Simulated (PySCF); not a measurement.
# C2H6Ni (Ni(CH3)2): the cost of one run

Computed with PySCF 2.14.0 and routines of our own; the level stands in each step. Atoms count from 0.

## 1. The system as given

9 atoms, charge 0, states of the metal's open shell are computed; geometry from: model start, shaken.

## 2. Geometry optimisation at PBE0-D3(BJ)/def2-TZVP

What the job is given:

```
{"job": {"xc": "PBE0", "basis": "def2-TZVP", "d3": "d3bj", "grid": 1, "maxiter": 45, "kind": "geom"}, "charge": 0, "metal": "Ni", "open_shell": "d8"}
Ni     0.000020     0.004480    -0.004110
C     -0.013360    -0.006820     1.895130
H      1.034560     0.020100     2.278840
H     -0.526140     0.902520     2.291580
H     -0.515250    -0.909130     2.285780
C      0.010430    -0.020160    -1.916860
H     -1.062180    -0.019340    -2.313850
H      0.513300     0.876170    -2.282150
H      0.519180    -0.897980    -2.323970
```

The run is started by

```bash
$ OMP_NUM_THREADS=1 python lf_run.py task.json out
```

The driver reads the jobs from task.json and runs them one after another.

Q: Estimate the wall time and peak memory of this first job on 1 thread of Arm Neoverse V2, shared host.

About 96 s, with a peak of 0.5 GiB.
